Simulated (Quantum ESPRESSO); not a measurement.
**NbSi in Quantum ESPRESSO: convergence with k mesh**

Input of the first run (k mesh 1 × 1 × 1); the others differ in this setting and in those tied to it:

pw.in

```
&CONTROL
  calculation = 'scf'
  prefix = 'pwscf'
  outdir = './tmp'
  pseudo_dir = './pseudo'
  tprnfor = .true.
  tstress = .true.
  disk_io = 'nowf'
/
&SYSTEM
  ibrav = 0
  nat = 2
  ntyp = 2
  ecutwfc = 82
  nbnd = 15
  occupations = 'smearing'
  smearing = 'fd'
  degauss = 0.00734986
/
&ELECTRONS
  conv_thr = 4d-10
  electron_maxstep = 120
  mixing_beta = 0.5
/
ATOMIC_SPECIES
Nb    92.9064 Nb.upf
Si    28.0850 Si.upf
CELL_PARAMETERS angstrom
   3.1564400000    0.0000000000    0.0000000000
   0.0000000000    3.1564400000    0.0000000000
   0.0000000000    0.0000000000    3.1564400000
ATOMIC_POSITIONS crystal
Nb     0.0000000000    0.0000000000    0.0000000000
Si     0.5000000000    0.5000000000    0.5000000000
K_POINTS automatic
1 1 1 0 0 0
```

Potentials or basis: PseudoDojo 0.4.1 SR PBEsol standard.

The run is started by

```sh
$ OMP_NUM_THREADS=1 pw.x -in pw.in > pw.out
```

The cell was built by a generator and needn't be a form met in nature.

Hardware: 1 thread of Arm Neoverse V1 (shared host).

```csv
k mesh,"energy less the tightest run, at zero smearing (meV/atom)",pressure (GPa),SCF cycles,CPU time (s),peak memory (GiB)
1 × 1 × 1,4163.90,21.58,14,1.4,0.05
2 × 2 × 2,-591.77,-8.63,9,2.7,0.05
4 × 4 × 4,119.11,-2.52,8,4.7,0.05
5 × 5 × 5,-20.95,-5.45,8,4.8,0.05
6 × 6 × 6,-31.82,-4.53,9,9.6,0.05
7 × 7 × 7,-2.56,-4.16,8,8.8,0.05
8 × 8 × 8,7.78,-4.69,8,15,0.06
10 × 10 × 10,-5.75,-4.67,8,23,0.07
11 × 11 × 11,0.00,-4.45,8,23,0.08
```

Not settled before the last step: the energy (to 1 meV/atom), the pressure (to 0.1 GPa). Meshes of other sizes hit other points, so gaps and Fermi surfaces needn't settle smoothly. The tightest run that finished is the yardstick and may itself not be fully converged.
